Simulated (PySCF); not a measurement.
**ZrOCl: doublet, from a bent start**

The task is one start of a wider search on ZrOCl: the doublet, from a bent start. It is relaxed, tested by its Hessian and followed downhill if it is a saddle.

Computed with PySCF 2.14.0. Level: PBE0, basis Zr def2-TZVP with ECP28, O def2-TZVP, Cl def2-TZVP, scalar-relativistic core potentials, no spin–orbit coupling, density fitting.

## 1. The starting structure

3 atoms, charge 0, spin multiplicity 2.

Bond lengths: Zr1–O2 1.840 Å, Zr1–Cl3 2.530 Å. Angles: O2–Zr1–Cl3 110.0°.

Z-matrix (Å, degrees; charge 0 multiplicity 2):
```
Zr
O  1 1.8400
Cl 1 2.5300 2 110.00
```

## 2. First SCF at the start

The steps below are one call of a driver around PySCF. For each, scf.py gives the equivalent set-up of the SCF; relaxations use the driver's own optimiser. After this first run the driver tries any further starts and a stability analysis.

scf.py reads:

```python
from pyscf import gto, scf, dft
mol = gto.M(atom='''
Zr     0.000000     0.000000     0.000000
O     -1.507200     0.000000     1.055400
Cl     2.072500     0.000000     1.451100''',
    basis={'Zr': 'def2-TZVP', 'O': 'def2-TZVP', 'Cl': 'def2-TZVP'},
    ecp={'Zr': 'def2-TZVP'},
    charge=0, spin=1)
mf = dft.UKS(mol, xc='PBE0')
mf.grids.atom_grid = (50, 194)
aux = {'Zr': 'def2-universal-JKFIT', 'O': 'def2-universal-JKFIT', 'Cl': 'def2-universal-JKFIT'}
mf = mf.density_fit(auxbasis=aux)
mf.conv_tol = 1e-08
mf.diis_space = 10
mf.max_cycle = 60
mf.init_guess = 'minao'
mf.verbose = 4
mf.kernel()
```

Command:

```sh
$ OMP_NUM_THREADS=4 python axn.py task.json out
```

The log of the run:

```text
init E= -576.773424888184
[... the frontier-level lines of each cycle are left out ...]
cycle= 1 E= -581.989773005825  delta_E= -5.22  |g|= 0.807  |ddm|= 3.14
cycle= 2 E= -580.267968231887  delta_E= 1.72  |g|= 1.92  |ddm|= 2.15
cycle= 3 E= -582.09713055284  delta_E= -1.83  |g|= 0.698  |ddm|= 1.65
cycle= 4 E= -582.330811410269  delta_E= -0.234  |g|= 0.178  |ddm|= 0.627
cycle= 5 E= -582.342742969302  delta_E= -0.0119  |g|= 0.0736  |ddm|= 0.157
cycle= 6 E= -582.345181796394  delta_E= -0.00244  |g|= 0.0272  |ddm|= 0.0576
cycle= 7 E= -582.345722594253  delta_E= -0.000541  |g|= 0.00751  |ddm|= 0.0504
cycle= 8 E= -582.34585953307  delta_E= -0.000137  |g|= 0.0045  |ddm|= 0.0307
cycle= 9 E= -582.345958831681  delta_E= -9.93e-05  |g|= 0.00245  |ddm|= 0.0324
cycle= 10 E= -582.346024778928  delta_E= -6.59e-05  |g|= 0.00112  |ddm|= 0.0417
cycle= 11 E= -582.346033109536  delta_E= -8.33e-06  |g|= 0.000424  |ddm|= 0.0146
cycle= 12 E= -582.346034421986  delta_E= -1.31e-06  |g|= 0.000257  |ddm|= 0.00647
cycle= 13 E= -582.346034559404  delta_E= -1.37e-07  |g|= 0.000101  |ddm|= 0.00107
cycle= 14 E= -582.346034595793  delta_E= -3.64e-08  |g|= 3.95e-05  |ddm|= 0.000776
cycle= 15 E= -582.346034601692  delta_E= -5.9e-09  |g|= 1.66e-05  |ddm|= 0.000276
Extra cycle  E= -582.346034602292  delta_E= -5.99e-10  |g|= 1.94e-05  |ddm|= 4.38e-05
converged SCF energy = -582.346034602292  <S^2> = 0.75660339  2S+1 = 2.0065925
```

This step, with its further starts and checks, ran for 12 s (4 threads of Arm Neoverse V1, shared host).

The starts that the driver tried:

```
                      start  energy (Eh)
    the minimal-basis guess  -582.346035
a thermally smeared density  -582.346035
      a smeared PBE density  -582.346035
```

The test of internal stability and the other starts found no lower solution of this spin.

## 3. Relaxing the doublet from the bent start

The program finds Cs symmetry in the start, which this walk keeps. Threshold on the gradient: 0.0003 Eh/bohr, with a further test on the energy change.

Edit scf.py of step 2 so:

```diff
@@ -3,3 +3,3 @@
-Zr     0.000000     0.000000     0.000000
-O     -1.507200     0.000000     1.055400
-Cl     2.072500     0.000000     1.451100''',
+Zr    -0.343337     0.000000    -0.480053
+O     -1.850537     0.000000     0.575347
+Cl     1.729163     0.000000     0.971047''',
@@ -16 +15,0 @@
-mf.init_guess = 'minao'
```

Steps of the walk:

```
step  energy (Eh)  change (kJ/mol)  largest symmetric gradient (Eh/bohr)
   0  -582.346035             0.00                               0.07580
   1  -582.362483           -43.18                               0.01636
   2  -582.363823           -46.70                               0.00831
   3  -582.364029           -47.24                               0.00235
   4  -582.364054           -47.31                               0.00084
   5  -582.364058           -47.32                               0.00003
```

The walk took 11 s.

After 5 steps and 47.3 kJ/mol it ends at Cs: Zr–Cl 2.352 Å, Zr–O 1.722 Å; Cl–Zr–O 109.7°.

## 4. Vibrations and properties at this point

On the finer grid the gradient is checked again; gradients at displacements of ±0.02 bohr then give force constants and infrared intensities.

Edit scf.py of step 3 so:

```diff
@@ -3,3 +3,3 @@
-Zr    -0.343337     0.000000    -0.480053
-O     -1.850537     0.000000     0.575347
-Cl     1.729163     0.000000     0.971047''',
+Zr    -0.317146     0.000000    -0.447673
+O     -1.726858     0.000000     0.540686
+Cl     1.606328     0.000000     0.906436''',
@@ -10 +10 @@
-mf.grids.atom_grid = (50, 194)
+mf.grids.atom_grid = (75, 302)
@@ -13 +13 @@
-mf.conv_tol = 1e-08
+mf.conv_tol = 1e-10
```

This SCF starts from the last density.

SCF at the final geometry:

```text
init E= -582.364257530738
[... the frontier-level lines of each cycle are left out ...]
cycle= 1 E= -582.36425753072  delta_E= 1.86e-11  |g|= 1.01e-05  |ddm|= 1.44e-05
cycle= 2 E= -582.364257530394  delta_E= 3.26e-10  |g|= 3.05e-05  |ddm|= 2.23e-05
cycle= 3 E= -582.364257530767  delta_E= -3.74e-10  |g|= 1.98e-06  |ddm|= 1.55e-05
cycle= 4 E= -582.364257530772  delta_E= -4.77e-12  |g|= 7.98e-07  |ddm|= 3.38e-06
Extra cycle  E= -582.364257530773  delta_E= -1.14e-12  |g|= 8.8e-07  |ddm|= 4.56e-06
converged SCF energy = -582.364257530773  <S^2> = 0.75367601  2S+1 = 2.0036726
```

The whole step took 43 s.

Geometry: Cs; Zr–Cl 2.352 Å, Zr–O 1.722 Å; Cl–Zr–O 109.8°.

Modes, for the most abundant isotopes:

```
symmetry  ω (cm⁻¹)  IR (km/mol)  μ (u)
      a'       181          5.4  20.66
      a'       393         82.3  42.37
      a'       992          230  18.27
```

Every mode is real; the point is a minimum.

Properties at this point:

* Dipole moment: 5.07 D
* Highest occupied level: -5.46 eV
* Lowest empty level: -2.69 eV
* Rotational constants: 0.5448, 0.1007, 0.08497 cm⁻¹
* Zero-point energy: 9.4 kJ/mol
* Principal polarisabilities: 70.3, 108.9, 118.3 bohr³
* Atomisation energy without zero-point energy: 1224 kJ/mol
* Principal traceless quadrupole moments about the centre of mass: -10.54, 2.68, 7.86 D Å
* Entropy at 298.15 K and 1 bar (electronic part: spin only): 296.6 J/(mol K)
* Heat capacity Cp at 298.15 K: 48.9 J/(mol K)
* Enthalpy at 298.15 K above 0 K: 12.40 kJ/mol
* Rotational symmetry number: 1
* Spin squared ⟨S²⟩: 0.754

Charges (e) and bond orders:

| atom | Mulliken | Löwdin | polar tensor | spin (Mulliken) | Mayer order to Zr1 |
| --- | --- | --- | --- | --- | --- |
| Zr1 | 0.96 | 0.27 | 1.54 | 1.08 | – |
| O2 | -0.55 | -0.30 | -0.91 | -0.05 | 2.19 |
| Cl3 | -0.41 | 0.03 | -0.63 | -0.03 | 1.03 |

Mulliken populations on Zr1 (outside its core potential): s 2.60, p 6.19, d 2.18, f 0.08.

## 5. Results

| quantity | value |
| --- | --- |
| minimum | doublet, Cs |
| geometry | Zr–Cl 2.352 Å, Zr–O 1.722 Å; Cl–Zr–O 109.8° |
| wavenumbers (cm⁻¹) | 181 (a'), 393 (a'), 992 (a') |
| dipole moment | 5.07 D |
| highest occupied, lowest empty level (either spin) | -5.46, -2.69 eV |
| polar-tensor charge of Zr1 | +1.54 e |
| zero-point energy | 9.4 kJ/mol |
| entropy at 298.15 K | 296.6 J/(mol K) |
| atomisation energy (no zero-point energy) | 1224 kJ/mol |
| ⟨S²⟩ | 0.754 |

**Reading.** The bent start keeps its Cs symmetry and ends in a minimum. In the infrared the band at 992 cm⁻¹ (a', stretch) leads. With 5.1 D the molecule is strongly polar. Most of the spin sits on Zr1 (Mulliken spin 1.08, against 1 for the whole molecule). Only this shape and spin were tried, so other structures or states may lie lower. One determinant may miss the lowest occupation of an open d or f shell.

The search up to here took 66 s.
